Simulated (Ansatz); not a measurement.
# CH4GaNO: how energies converge with the basis set

Aim: see how fast density functionals converge with the basis set for CH4GaNO.

Program: Ansatz 0.2.0, Gaussian basis. Level of theory: one geometry, several basis sets. These are calculated values, not measurements.

The runs, in order: PBE0-D4/def2-SVP; ωB97M-V/def2-SVP; PBE0-D4/def2-QZVPP; ωB97M-V/def2-QZVPP; the functionals' def2-TZVPP values are taken from earlier runs.

## (1) The relaxed structure

All runs share one geometry, relaxed beforehand with PBE0-D4 in a triple-zeta def2 set.

SMILES `N=[CH][GaH][OH]`, 8 atoms, charge 0, spin multiplicity 1.

Atoms are counted from 1 here; the program's logs count them from 0.

Bond lengths: N1–C2 1.270 Å, N1–H5 1.023 Å, C2–Ga3 1.995 Å, C2–H6 1.097 Å, Ga3–O4 1.788 Å, Ga3–H7 1.556 Å, O4–H8 0.959 Å. Angles: C2–N1–H5 112.0°, N1–C2–Ga3 125.4°, N1–C2–H6 115.0°, Ga3–C2–H6 119.5°, C2–Ga3–O4 115.7°, C2–Ga3–H7 129.8°, O4–Ga3–H7 114.5°, Ga3–O4–H8 116.7°.

## (2) PBE0-D4 in def2-SVP

The input, in.yaml:

```yaml
crystal:
  periodic: [false, false, false]
  atoms:
    - {symbol: N, position_ang: [-1.616989, -0.877965, -0.102834]}
    - {symbol: C, position_ang: [-1.154475, 0.303185, -0.155306]}
    - {symbol: Ga, position_ang: [0.769415, 0.801194, 0.019654]}
    - {symbol: O, position_ang: [1.908590, -0.562625, 0.218795]}
    - {symbol: H, position_ang: [-0.879519, -1.571928, 0.041704]}
    - {symbol: H, position_ang: [-1.904346, 1.089232, -0.308288]}
    - {symbol: H, position_ang: [1.439801, 2.205368, 0.013768]}
    - {symbol: H, position_ang: [1.529823, -1.443459, 0.216708]}
basis:
  gaussian: {orbitals: def2-SVP}
hamiltonian: {xc: pbe0, dispersion: d4}
output: {orbitals: {seedname: orbitals}}
```

Command:

```
$ ansatz run in.yaml --threads 2 --pin off --events-out ev --progress --plain --max-ram 4352MiB
```

The program printed:

```text
Functional definition: PBE0
  name "PBE0"
  cite "Adamo & Barone, J. Chem. Phys. 110, 6158 (1999) doi:10.1063/1.478522"
  cite "Perdew, Burke & Ernzerhof, Phys. Rev. Lett. 77, 3865 (1996) doi:10.1103/PhysRevLett.77.3865"
  parent pbe
  parameter a = 0.25
  parameter kappa = 0.804
  parameter beta = 0.06672455060314922
  exchange = (1 - a)*pbe_x(kappa = kappa, mu = beta*pi^2/3) + a*exact_x
  correlation = pbe_c(beta = beta)
947 factors; integrals over basis functions are off by at most 1.4e-3 eV
mean field evaluation 1: about -56985.9379 eV, gradient 6.6e1 eV
mean field evaluation 2: about -56959.3978 eV, gradient 1.3e2 eV
mean field evaluation 4: about -56994.1368 eV, gradient 6.6e0 eV
mean field evaluation 8: about -56994.3404 eV, gradient 6.2e-1 eV
mean field evaluation 16: about -56994.3408 eV, gradient 4.2e-5 eV
mean field -56994.34075173 eV, -2094.5033904745 hartree, gradient 4.2e-5 eV, S^2 0.000000; 0 other end points of the search recorded, 0 dependent functions left out
reference -56994.34077909 eV, -2094.5033914798 hartree; 28, 28 occupied and 66, 66 virtual orbitals, 947 factors
Total energy: -56994.46196533 eV, -2094.5078449921 hartree
```

Wall time 1.6 s (2 threads of Arm Neoverse V1, shared host).

## (3) ωB97M-V in def2-SVP

Changes to in.yaml since step 2:

```diff
@@ -13,3 +13,3 @@
   gaussian: {orbitals: def2-SVP}
-hamiltonian: {xc: pbe0, dispersion: d4}
+hamiltonian: {xc: {name: wB97M-V}}
 output: {orbitals: {seedname: orbitals}}
```

The command is unchanged.

The program printed:

```text
Functional definition: wB97M-V
  name "wB97M-V"
  cite "Mardirossian & Head-Gordon, J. Chem. Phys. 144, 214110 (2016) doi:10.1063/1.4952647"
  cite "Becke, J. Chem. Phys. 107, 8554 (1997) doi:10.1063/1.475007"
  cite "Vydrov & Van Voorhis, J. Chem. Phys. 133, 244103 (2010) doi:10.1063/1.3521275"
  # Of w^i u^j: cxij and so on, Table III.
  parameter omega = 0.3/bohr
  parameter cx = 0.15
  parameter cx01 = 1.007
  parameter cx10 = 0.259
  parameter css00 = 0.443
  parameter css04 = -1.437
  parameter css10 = -4.535
  parameter css20 = -3.390
  parameter css43 = 4.278
  parameter cos00 = 1.000
  parameter cos10 = 1.358
  parameter cos20 = 2.924
  parameter cos21 = -8.812
  parameter cos60 = -1.390
  parameter cos61 = 9.142
  parameter b = 6.0
  parameter c = 0.01
  gx(w, u) = 1 - cx + cx01*u + cx10*w
  gss(w, u) = css00 + css04*u^4 + css10*w + css20*w^2 + css43*w^4*u^3
  gos(w, u) = cos00 + cos10*w + (cos20 + cos21*u)*w^2 + (cos60 + cos61*u)*w^6
  exchange = spin_sum(e_x_unif_sr(omega)*gx(b97_w, b97_u_x)) + cx*exact_x_sr(omega) + exact_x_lr(omega)
  correlation = spin_sum(e_c_pw_mod_same_spin*gss(b97_w, b97_u_same))
      + integral(e_c_pw_mod_opposite_spin*gos(b97_w_opposite, b97_u_opposite)) + vv10(b, c)
947 factors; integrals over basis functions are off by at most 1.4e-3 eV
243 factors; integrals over basis functions are off by at most 9.2e-6 eV
mean field evaluation 1: about -56995.1921 eV, gradient 5.8e1 eV
mean field evaluation 2: about -56991.8654 eV, gradient 7.5e1 eV
mean field evaluation 4: about -57001.8200 eV, gradient 2.2e0 eV
mean field evaluation 8: about -57001.8938 eV, gradient 2.1e-1 eV
mean field evaluation 16: about -57001.8940 eV, gradient 8.6e-5 eV
mean field -57001.89395263 eV, -2094.7809654876 hartree, gradient 8.6e-5 eV, S^2 0.000000; 0 other end points of the search recorded, 0 dependent functions left out
reference -57001.89399590 eV, -2094.7809670780 hartree; 28, 28 occupied and 66, 66 virtual orbitals, 947 factors
Total energy: -57001.89399590 eV, -2094.7809670780 hartree
```

Run time: 7 s. Hardware: 2 threads of Arm Neoverse V1, shared host.

## (4) PBE0-D4 in def2-QZVPP

Changes to in.yaml since step 3:

```diff
@@ -12,4 +12,4 @@
 basis:
-  gaussian: {orbitals: def2-SVP}
-hamiltonian: {xc: {name: wB97M-V}}
+  gaussian: {orbitals: "def2-QZVPP.json"}
+hamiltonian: {xc: pbe0, dispersion: d4}
 output: {orbitals: {seedname: orbitals}}
```

Launched as before.

The program printed:

```text
Functional definition: PBE0
  name "PBE0"
  cite "Adamo & Barone, J. Chem. Phys. 110, 6158 (1999) doi:10.1063/1.478522"
  cite "Perdew, Burke & Ernzerhof, Phys. Rev. Lett. 77, 3865 (1996) doi:10.1103/PhysRevLett.77.3865"
  parent pbe
  parameter a = 0.25
  parameter kappa = 0.804
  parameter beta = 0.06672455060314922
  exchange = (1 - a)*pbe_x(kappa = kappa, mu = beta*pi^2/3) + a*exact_x
  correlation = pbe_c(beta = beta)
1356 factors; their error is unknown
mean field evaluation 1: about -56997.0891 eV, gradient 7.9e1 eV
mean field evaluation 2: about -56963.4763 eV, gradient 1.5e2 eV
mean field evaluation 4: about -57007.8037 eV, gradient 9.4e0 eV
mean field evaluation 8: about -57007.9883 eV, gradient 2.4e-1 eV
mean field evaluation 16: about -57008.1409 eV, gradient 1.6e-4 eV
mean field -57008.14086237 eV, -2095.0105351865 hartree, gradient 1.9e-5 eV, S^2 0.000000; 0 other end points of the search recorded, 0 dependent functions left out
reference -57008.14090033 eV, -2095.0105365814 hartree; 28, 28 occupied and 352, 352 virtual orbitals, 1356 factors
Total energy: -57008.26208657 eV, -2095.0149900937 hartree
```

Run time: 9.5 s. Hardware: 2 threads of Arm Neoverse V1, shared host; peak memory 1.1 GiB.

## (5) ωB97M-V in def2-QZVPP

Changes to in.yaml since step 4:

```diff
@@ -13,3 +13,3 @@
   gaussian: {orbitals: "def2-QZVPP.json"}
-hamiltonian: {xc: pbe0, dispersion: d4}
+hamiltonian: {xc: {name: wB97M-V}}
 output: {orbitals: {seedname: orbitals}}
```

Same command.

The program printed:

```text
Functional definition: wB97M-V
  name "wB97M-V"
  cite "Mardirossian & Head-Gordon, J. Chem. Phys. 144, 214110 (2016) doi:10.1063/1.4952647"
  cite "Becke, J. Chem. Phys. 107, 8554 (1997) doi:10.1063/1.475007"
  cite "Vydrov & Van Voorhis, J. Chem. Phys. 133, 244103 (2010) doi:10.1063/1.3521275"
  # Of w^i u^j: cxij and so on, Table III.
  parameter omega = 0.3/bohr
  parameter cx = 0.15
  parameter cx01 = 1.007
  parameter cx10 = 0.259
  parameter css00 = 0.443
  parameter css04 = -1.437
  parameter css10 = -4.535
  parameter css20 = -3.390
  parameter css43 = 4.278
  parameter cos00 = 1.000
  parameter cos10 = 1.358
  parameter cos20 = 2.924
  parameter cos21 = -8.812
  parameter cos60 = -1.390
  parameter cos61 = 9.142
  parameter b = 6.0
  parameter c = 0.01
  gx(w, u) = 1 - cx + cx01*u + cx10*w
  gss(w, u) = css00 + css04*u^4 + css10*w + css20*w^2 + css43*w^4*u^3
  gos(w, u) = cos00 + cos10*w + (cos20 + cos21*u)*w^2 + (cos60 + cos61*u)*w^6
  exchange = spin_sum(e_x_unif_sr(omega)*gx(b97_w, b97_u_x)) + cx*exact_x_sr(omega) + exact_x_lr(omega)
  correlation = spin_sum(e_c_pw_mod_same_spin*gss(b97_w, b97_u_same))
      + integral(e_c_pw_mod_opposite_spin*gos(b97_w_opposite, b97_u_opposite)) + vv10(b, c)
1351 factors; their error is unknown
302 factors; integrals over basis functions are off by at most 8.1e-6 eV
mean field evaluation 1: about -57007.3655 eV, gradient 6.9e1 eV
mean field evaluation 2: about -57002.8074 eV, gradient 9.0e1 eV
mean field evaluation 4: about -57015.7000 eV, gradient 3.0e0 eV
mean field evaluation 8: about -57015.8059 eV, gradient 4.2e-1 eV
mean field evaluation 16: about -57015.8060 eV, gradient 8.6e-5 eV
mean field -57015.80604398 eV, -2095.2922254147 hartree, gradient 8.6e-5 eV, S^2 0.000000; 0 other end points of the search recorded, 0 dependent functions left out
reference -57015.80610450 eV, -2095.2922276389 hartree; 28, 28 occupied and 352, 352 virtual orbitals, 1351 factors
Total energy: -57015.80610450 eV, -2095.2922276389 hartree
```

It took 22 s on 2 threads of Arm Neoverse V1, shared host; peak memory 1.2 GiB.

## (6) Functionals by basis

The def2-TZVPP values come from earlier runs at the same geometry.

```csv
functional,basis,functions,energy (eV),from the largest (eV),HOMO (eV),LUMO (eV)
PBE0-D4,def2-SVP,94,-56994.4620,13.800,-6.89,-1.80
PBE0-D4,def2-TZVPP,197,-57006.7963,1.466,-7.07,-1.97
PBE0-D4,def2-QZVPP,380,-57008.2621,0.000,-7.11,-2.02
ωB97M-V,def2-SVP,94,-57001.8940,13.912,-9.12,0.17
ωB97M-V,def2-TZVPP,197,-57014.3884,1.418,-9.32,-0.05
ωB97M-V,def2-QZVPP,380,-57015.8061,0.000,-9.36,-0.18
```

## (7) Summary of results

```
                                       quantity           value
PBE0-D4: double and triple zeta above quadruple  13.80, 1.47 eV
ωB97M-V: double and triple zeta above quadruple  13.91, 1.42 eV
```

PBE0-D4 gains 12.33 eV from double to triple zeta, then 1.47 eV more. Total energies overstate the basis error of differences, where much of it tends to cancel.

For PBE0-D4 the largest set took about 6 times as long as the smallest (9.5 s against 1.6 s).
